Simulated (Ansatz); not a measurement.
Working through a scan of ordered alloys across composition of Na-La mixtures

Program: Ansatz 0.2.0, Python API.

Notebook, run cell by cell (the value of a cell's last expression is shown):

```python
from collections import Counter
import csv
import warnings

import ansatz as az
import numpy as np
```

```python
params = {
    'xc': 'r2scan',
    'cutoff_ev': 650,
    'kspacing': 0.3,
    'smearing': 'fermi_dirac',
    'smearing_width': 0.05,
}
```

```python
def bcc(a_site, a):
    return (
        az.Lattice.bcc(a)
        .space_group(229)
        .atom(a_site, [0, 0, 0])
        .primitive()
    )
```

```python
A_FIRST, A_LAST = 4.28, 4.21


def solve(name, crystal):
    calc = crystal.calculation()
    calc = calc.functional(params['xc']).basis(params['cutoff_ev'])
    calc = calc.kpoints(spacing=params['kspacing']).occupations(params['smearing'], width=params['smearing_width'])
    calc = calc.band_table()
    calc = calc.relax(force_tolerance=0.01, cell=True)
    return calc.run(threads=1, pin='off')


def volume_per_atom(outcome):
    return abs(np.linalg.det(outcome.lattice.cell_ang)) / len(outcome.lattice.sites)
```

```python
def counts(outcome):
    return Counter(site.symbol for site in outcome.lattice.sites)
```

```python
warnings.simplefilter('ignore')
```

```python
# ordered cells: the first k mixed sites take the second element
phases = {}
for k in range(2 + 1):
    a = A_FIRST + (A_LAST - A_FIRST) * k / 2
    cell = bcc('Na', a).conventional().resolved()
    sites = [site.position for site in cell.sites if site.symbol == 'Na']
    for position in sites[:k]:
        cell = cell.substitution('La', at=position, replaces='Na')
    phases[f'Na{2 - k}La{k}'] = cell.resolved()

done = {name: solve(name, crystal) for name, crystal in phases.items()}
```

```python
# mixing quantities against the straight line between the end members, both on this lattice
x = {name: counts(o)['La'] / (counts(o)['Na'] + counts(o)['La']) for name, o in done.items()}
first, last = min(x, key=x.get), max(x, key=x.get)
energy = {name: o.report['energy_sigma0_ev'] / len(o.lattice.sites) for name, o in done.items()}
volume = {name: volume_per_atom(o) for name, o in done.items()}
rows = []
for name in sorted(done, key=x.get):
    line = lambda table: (1 - x[name]) * table[first] + x[name] * table[last]
    rows.append((name, x[name], 1000 * (energy[name] - line(energy)), volume[name], 100 * (volume[name] / line(volume) - 1)))
with open('alloy.csv', 'w', newline='') as handle:
    writer = csv.writer(handle)
    writer.writerow(['cell', 'x(La)', 'E_mix (meV/atom)', 'V (A^3/atom)', 'excess V (%)'])
    writer.writerows([round(v, 4) if isinstance(v, float) else v for v in row] for row in rows)
print(open('alloy.csv').read())
```

    cell,x(La),E_mix (meV/atom),V (A^3/atom),excess V (%)
    Na2La0,0.0,0.0,37.7961,0.0
    Na1La1,0.5,298.9253,37.3474,-1.7335
    Na0La2,1.0,0.0,38.2165,0.0

Mixing energies: +299 meV an atom at x(Na) = 0.50 (volume -1.7 % off the straight line). All are positive, so the end members on this lattice are favoured over these cells.

For the metals among these phases the mesh is modest: differences between phases can be off by up to 40 meV an atom. These are small ordered cells, with both end members on the same lattice, which need not be their own; they aren't random solutions. Differences under about 40 meV an atom lie within the error of mesh and functional. The cells are prototypes set up for this calculation and needn't exist. Run time: 35 s on 1 thread of Arm Neoverse V2, on a shared host, peak memory 0.64 GiB.
